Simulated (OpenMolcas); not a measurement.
**Pt⁴⁺ among point charges: CASSCF and CASPT2 levels and susceptibility**

Aim: the splitting of the states of Pt⁴⁺ in the field of 2 point charges, its lowest levels with spin-orbit coupling and its magnetic susceptibility.

Method: state-averaged CASSCF and CASPT2, spin-orbit coupling by RASSI with atomic mean-field integrals. Code: OpenMolcas 26.06.

**1. What is computed**

- Species: Pt⁴⁺ (platinum, Z = 78, 74 electrons)
- Basis: ANO-RCC-VDZP [7s6p4d2f], 59 functions
- Scalar Hamiltonian: DKH2, point nucleus
- Inactive shells: 1s 2s 2p 3s 3p 3d 4s 4p 4d 4f 5s 5p
- Active space: 6 electrons in 5 orbitals (5d)
- Some configurations of this space: 5d⁶
- Orbitals: optimised for each spin and parity, averaged over all roots

The outer shells:

5d6
```
5d [↑↓][↑ ][↑ ][↑ ][↑ ]
```

The ion sits among 2 point charges of -1 e arranged as a linear pair (D∞h), 2.16 Å from the ion.

Each step is its own input file, run in one work folder so that later steps find the files of earlier ones. Labels, J, g values, rates, χT and fits are worked out afterwards by a script from the matrices that RASSI stores. The input lists half of the charges; inversion (Group=XYZ) makes the rest.

**2. Basis and integrals**

File a.inp:

```
&GATEWAY
Coord
1

Pt 0.0 0.0 0.0
Basis=ANO-RCC-VDZP
Group=XYZ
NoMove
AngMom=0.0 0.0 0.0
AMFI
XField
1 Angstrom 0
0.000000 0.000000 2.160000 -1.000000
&SEWARD
```

Launch:

```bash
> OMP_NUM_THREADS=1 MOLCAS_MEM=1689 MOLCAS_PROJECT=a pymolcas a.inp > a.log
```

**3. Reference wave functions, quintets of even parity, 5 roots**

File a.inp:

```
&RASSCF
FileOrb=start.orb
Symmetry=1
Spin=5
nActEl=6 0 0
Inactive=15 19
Ras2=5 0
CIRoot=5 5 1
SDav=5
CIMx=300
Iter=120 100
PrWF=0.3
OrbListing=Nothing
MaxOrb=0
>>> COPY $Project.JobIph JOB001
```

start.orb holds the contracted functions of the basis, ordered by shell, or the orbitals of the step before.

**4. CASSCF: triplets of even parity, 45 roots**

File a.inp:

```
&RASSCF
FileOrb=start.orb
Symmetry=1
Spin=3
nActEl=6 0 0
Inactive=15 19
Ras2=5 0
CIRoot=45 45 1
SDav=45
CIMx=300
Iter=120 100
PrWF=0.3
OrbListing=Nothing
MaxOrb=0
>>> COPY $Project.JobIph JOB002
```

**5. CASSCF: singlets of even parity, 50 roots**

File a.inp:

```
&RASSCF
FileOrb=start.orb
Symmetry=1
Spin=1
nActEl=6 0 0
Inactive=15 19
Ras2=5 0
CIRoot=50 50 1
SDav=50
CIMx=300
Iter=120 100
PrWF=0.3
OrbListing=Nothing
MaxOrb=0
>>> COPY $Project.JobIph JOB003
```

**6. RASSI: spin-orbit coupling between the states**

File a.inp:

```
&RASSI
NrOfJobIphs=3 5 45 50
1 2 3 4 5
1 2 3 4 5 6 7 8 9 10 11 12 13 14 15 16 17 18 19 20 21 22 23 24 25 26 27
28 29 30 31 32 33 34 35 36 37 38 39 40 41 42 43 44 45
1 2 3 4 5 6 7 8 9 10 11 12 13 14 15 16 17 18 19 20 21 22 23 24 25 26 27
28 29 30 31 32 33 34 35 36 37 38 39 40 41 42 43 44 45 46 47 48 49 50
IphNames
JOB001
JOB002
JOB003
EJob
SpinOrbit
DIPRint=1.0
SOCoupling=1000.0
Subsets=2
Property=9
'ANGMOM' 1 'ANGMOM' 2 'ANGMOM' 3 'MLTPL  1' 1 'MLTPL  1' 2 'MLTPL  1' 3
'AMFI' 1 'AMFI' 2 'AMFI' 3
SOProperty=3
'ANGMOM' 1 'ANGMOM' 2 'ANGMOM' 3
```

**7. CASPT2: IPEA 0.25, imaginary shift 0.1 (closed shells correlated: 5s 5p)**

File a.inp:

```
>>> COPY JOB001 $Project.JobIph
&CASPT2
Multistate=5 1 2 3 4 5
NoMult
Frozen=14 16
IPEA=0.25
Imaginary=0.1
MaxIter=60
WThr=0.0 0.3 0.05
PrWF=0.5
NoMix
>>> COPY JOB002 $Project.JobIph
&CASPT2
Multistate=45 1 2 3 4 5 6 7 8 9 10 11 12 13 14 15 16 17 18 19 20 21 22
23 24 25 26 27 28 29 30 31 32 33 34 35 36 37 38 39 40 41 42 43 44 45
NoMult
Frozen=14 16
IPEA=0.25
Imaginary=0.1
MaxIter=60
WThr=0.0 0.3 0.05
PrWF=0.5
NoMix
>>> COPY JOB003 $Project.JobIph
&CASPT2
Multistate=50 1 2 3 4 5 6 7 8 9 10 11 12 13 14 15 16 17 18 19 20 21 22
23 24 25 26 27 28 29 30 31 32 33 34 35 36 37 38 39 40 41 42 43 44 45 46
47 48 49 50
NoMult
Frozen=14 16
IPEA=0.25
Imaginary=0.1
MaxIter=60
WThr=0.0 0.3 0.05
PrWF=0.5
NoMix
```

(Steps that only read results are left out.)

What does the calculation give? Wanted: spin-free ground state; first state of the same spin within the active space; lowest level; next level.

The runs gave:

| quantity | value |
| --- | --- |
| method | SS-CASPT2, IPEA 0.25, imaginary shift 0.1 (closed shells correlated: 5s 5p) |
| spin-free ground state | 5Delta, 2-fold in its orbital part |
| first state of the same spin within the active space | 5Pi at 5220 cm⁻¹ |
| lowest level | 2-fold, g = 0.00, 0.00, 11.52 |
| next level | 1916.5 cm⁻¹ |
| χT at 300 K | 4.40 cm³ K/mol |
| effective moment at 300 K | 5.93 μB |

Cost by method:

```
                                              method  time of its own steps  time with the reference
                                           A. CASSCF                   17 s                     17 s
B. SS-CASPT2, IPEA 0.25, imaginary shift 0.1, +5s 5p                  4.6 s                     21 s
```

Times are of one thread on a shared host.

**Reading.** The spin-free ground state (5Delta) comes to 100 % from free-ion D terms and keeps the highest spin of the shell. χT at 300 K is 4.40, against 3.01 cm³ K/mol for the spin alone, so orbital moment adds to it. An active space of the d shell alone favours high spin; real ions in strong fields can be low spin. CASPT2 does not keep the components of a term degenerate, and the means are used. The field of point charges can differ much from that of real complexes. With metal d orbitals alone active, the gaps between spin states are rough; where two lie within a few thousand cm-1, their order is open. This is an electrostatic model: the charges have no orbitals.
